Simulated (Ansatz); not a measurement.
# Cl2Ga2H6N2: one species, many methods

An exercise on one series of results from a longer session: the logs are not shown, and one member is left open.

The runs use Ansatz 0.2.0, Gaussian basis; functionals in def2-TZVPP, the program's frozen cores in correlated methods.

Levels to be run: LDA (SPW92), PBE-D4, revPBE-D4, BLYP-D4, r2SCAN-D4, B97M-V, PBE0-D4, B3LYP-D4, r2SCANh-D4, r2SCAN0-D4, HSE06-D4, BHLYP-D4, CAM-B3LYP-D4, LC-ωPBE, ωB97X-V, ωB97M-V, B2PLYP, PBE-QIDH; CCSD(T)/def2-SVP; MP2/def2-TZVPP; MP2/def2-QZVPP; RPA on PBE.

**The geometry**

The geometry comes from an earlier relaxation with PBE0-D4 in a triple-zeta def2 set; it is a stationary point, not always the lowest conformer.

12 atoms, charge 0, spin multiplicity 1.

Atoms are counted from 1 here; the program's logs count them from 0.

Bond lengths: Cl1–Ga2 2.170 Å, Ga2–N3 2.001 Å, Ga2–N6 2.001 Å, Ga2–H7 1.557 Å, N3–Ga4 2.001 Å, N3–H8 1.015 Å, N3–H9 1.013 Å, Ga4–Cl5 2.170 Å, Ga4–N6 2.001 Å, Ga4–H10 1.557 Å, N6–H11 1.015 Å, N6–H12 1.013 Å. Angles: Cl1–Ga2–N3 106.4°, Cl1–Ga2–N6 106.4°, Cl1–Ga2–H7 121.4°, N3–Ga2–N6 86.4°, N3–Ga2–H7 115.2°, N6–Ga2–H7 115.2°, Ga2–N3–Ga4 93.3°, Ga2–N3–H8 111.7°, Ga2–N3–H9 116.1°, Ga4–N3–H8 111.7°, Ga4–N3–H9 116.1°, H8–N3–H9 107.4°, N3–Ga4–Cl5 106.4°, N3–Ga4–N6 86.4°, N3–Ga4–H10 115.2°, Cl5–Ga4–N6 106.4°, Cl5–Ga4–H10 121.4°, N6–Ga4–H10 115.2° and more.

Set-up of the first run:

The input, in.yaml:

```yaml
crystal:
  periodic: [false, false, false]
  atoms:
    - {symbol: Cl, position_ang: [-1.763677, -1.779150, 1.645929]}
    - {symbol: Ga, position_ang: [0.043831, -1.371639, 0.516804]}
    - {symbol: N, position_ang: [0.686517, 0.428955, 1.109061]}
    - {symbol: Ga, position_ang: [0.272020, 1.285047, -0.651976]}
    - {symbol: Cl, position_ang: [-1.383867, 2.642067, -0.298972]}
    - {symbol: N, position_ang: [-0.536666, -0.470031, -1.173187]}
    - {symbol: H, position_ang: [1.153840, -2.449379, 0.346367]}
    - {symbol: H, position_ang: [0.111541, 0.806673, 1.855402]}
    - {symbol: H, position_ang: [1.650884, 0.480487, 1.414475]}
    - {symbol: H, position_ang: [1.511884, 1.718543, -1.487148]}
    - {symbol: H, position_ang: [-1.547837, -0.412873, -1.240695]}
    - {symbol: H, position_ang: [-0.198470, -0.878697, -2.036060]}
basis:
  gaussian: {orbitals: def2-TZVPP}
hamiltonian: {xc: lda}
output: {orbitals: {seedname: orbitals}}
```

Run with:

```
> ansatz run in.yaml --threads 4 --pin off --events-out ev --progress --plain --max-ram 11315MiB
```

Steps of the session up to this table: LDA; PBE-D4 (GGA); revPBE-D4 (GGA); BLYP-D4 (GGA); r2SCAN-D4 (meta-GGA); B97M-V (meta-GGA); B3LYP-D4 (hybrid); r2SCANh-D4 (hybrid); r2SCAN0-D4 (hybrid); HSE06-D4 (hybrid); BHLYP-D4 (hybrid); CAM-B3LYP-D4 (range-separated); LC-ωPBE (range-separated); ωB97X-V (range-separated); ωB97M-V (range-separated); B2PLYP (double hybrid); PBE-QIDH (double hybrid).

One table of the session follows, with a row left open; its other results are not shown here.

It belongs to the step «Frontier levels by functional». 

```
  functional  HOMO (eV)  gap (eV)
 LDA (SPW92)      -6.95      5.74
      PBE-D4      -6.84      5.86
   revPBE-D4      -6.79      5.93
     BLYP-D4      -6.69      5.78
   r2SCAN-D4      -7.18      6.64
      B97M-V      -7.29      6.47
     PBE0-D4      -8.19      7.97
    B3LYP-D4      -7.93      7.46
  r2SCANh-D4      -7.68      7.37
  r2SCAN0-D4          ?         ?
    HSE06-D4      -7.79      7.21
    BHLYP-D4      -9.42      9.88
CAM-B3LYP-D4      -9.54     10.14
     LC-ωPBE     -10.93     12.72
     ωB97X-V     -10.58     12.17
     ωB97M-V     -10.41     11.66
```

Q: Estimate the row for r2SCAN0-D4 from the others.

Worked estimate for «HOMO (eV)». Against the share of exact exchange, r2SCAN-D4 (0, -7.18), r2SCANh-D4 (0.1, -7.68) give a slope of -5.00 per unit share; at 0.25 the line stands at -8.43.

As computed: HOMO (eV): -8.42; gap (eV): 8.47. In «HOMO (eV)» the line misses by -0.01.
